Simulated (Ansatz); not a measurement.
Runs of Ansatz 0.2.0 on TaV. The structure is orthorhombic, space group Cmmm (No. 65). The conventional cell has a = 3.213 Å, b = 4.616 Å, c = 4.341 Å, α = 90.00°, β = 90.00°, γ = 90.00°. Ta (site symmetry mmm) is surrounded by 4 V at 2.70 Å and 4 Ta at 2.81 Å. V (site symmetry mmm) is surrounded by 4 Ta at 2.70 Å and 4 V at 2.81 Å. The cell comes from a database or a generator and needn't be the stable form of this composition.

| level | pressure (GPa) | moment (μB) | relaxed volume (Å³/atom) |
| --- | --- | --- | --- |
| BLYP | 0.0 | 0.31 | (a) |
| LDA | 0.0 | 0.00 | 15.00 |
| RPBE | 0.0 | 0.56 | 16.42 |
| revPBE | 0.0 | 0.53 | (b) |
| PBEsol | 0.0 | 0.00 | (c) |

Alike in all rows: task relaxation of cell and atoms; potentials or basis all-electron LAPW, scalar-relativistic; spin collinear, ferromagnetic start; cell relaxed; k mesh 7 × 7 × 5; smearing fermi-dirac 0.05 eV; basis error allowed 0.001 eV/atom.

Problem. Estimate the missing entries.

Solution. (a) 16.56; (b) 16.32; (c) 15.46.

Caveats: the k mesh is thin for a metal, which can move the energy by tens of meV per atom; the starting moments weren't kept (some runs).

Runs at the PBE level aren't shown here.
